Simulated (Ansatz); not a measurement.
# BGeH5 (singlet): from Hartree-Fock to the top rungs at a displaced geometry (v1), cc-pVDZ

One table from this session's results is given with a row withheld; the runs are named, their logs left out.

Method: cc-pVDZ, core rule «outside noble gas», up to 15 orbitals frozen; program: Ansatz 0.2.0, Gaussian basis.

Plan: UHF; CCSD(T) on RHF; BCCD(T) on RHF; CISD; CCSDT(Q) on RHF; CASSCF and MRCISD+Q, 8 electrons in 8 orbitals; CASSCF and NEVPT2, 8 electrons in 8 orbitals.

16 further runs of the same task are left out: 5 that didn't finish, 11 set aside as unsound or not needed.

## What is computed

The geometry is a PBE0/def2-TZVP stationary point (not a proven minimum) with its atoms shifted at random (size 0.040 Å). No spin-orbit coupling is included. The filled d shell of Ge may be among the frozen orbitals whatever the setting's name suggests; the logs give the count.

7 atoms, charge 0, spin multiplicity 1.

Atoms are counted from 1 here; the program's logs count them from 0.

Bond lengths: Ge1–B2 2.069 Å, Ge1–H3 1.557 Å, Ge1–H4 1.500 Å, Ge1–H5 1.601 Å, B2–H6 1.209 Å, B2–H7 1.151 Å. Angles: B2–Ge1–H3 112.7°, B2–Ge1–H4 109.1°, B2–Ge1–H5 105.9°, H3–Ge1–H4 109.4°, H3–Ge1–H5 111.2°, H4–Ge1–H5 108.4°, Ge1–B2–H6 123.0°, Ge1–B2–H7 122.2°, H6–B2–H7 114.8°.

The first run:

The input, in.yaml:

```yaml
crystal:
  periodic: [false, false, false]
  atoms:
    - {symbol: Ge, position_ang: [0.001576, 0.002245, 0.296910]}
    - {symbol: B, position_ang: [0.000743, -0.007235, -1.771738]}
    - {symbol: H, position_ang: [0.048707, 1.440863, 0.889888]}
    - {symbol: H, position_ang: [1.182135, -0.779972, 0.791292]}
    - {symbol: H, position_ang: [-1.332659, -0.763793, 0.739802]}
    - {symbol: H, position_ang: [-0.032744, 1.002849, -2.435481]}
    - {symbol: H, position_ang: [0.013012, -0.984103, -2.379804]}
basis:
  gaussian: {orbitals: cc-pVDZ}
magnetization: {spin_polarized: true, initial_magnetization: 0}
hamiltonian: {xc: hf}
output: {orbitals: {seedname: orbitals}}
```

Run with:

```
$ ansatz run in.yaml --threads 1 --pin off --events-out ev --progress --plain --max-ram 2393MiB
```

Among the steps run: UHF; CCSD(T) on RHF; BCCD(T) on RHF; CISD; CCSDT(Q) on RHF; CASSCF and MRCISD+Q, 8 electrons in 8 orbitals; CASSCF and NEVPT2, 8 electrons in 8 orbitals.

One table of the session follows, with a row left open; its other results are not shown here.

It belongs to the step «Misses and costs». 

| method | from RCCSDT(Q) (kcal/mol) |
| --- | --- |
| RHF | +148.12 |
| RMP2 | ? |
| CISD | +15.61 |
| RCCSD | +3.79 |
| RCCSD(T) | +0.72 |
| BCCD(T) | +0.71 |
| RCCSDT | +0.11 |
| RCCSDT(Q) | 0 |
| CASSCF frontier | +112.17 |
| MRCISD frontier | +9.16 |
| MRCISD+Q frontier | +0.42 |

**Question.** Estimate the row for RMP2.

The run gave: from RCCSDT(Q) (kcal/mol): +31.82. In the column «from RCCSDT(Q) (kcal/mol)» it lies between CISD (+15.61) and CASSCF frontier (+112.17).

Not comparable, so not listed: CASSCF and NEVPT2, 8 electrons in 8 orbitals (they don't share determinant, frozen orbitals or solution with the rows shown, or repeat one).

Caveats from the session: Warnings in the runs' records: passed over end.
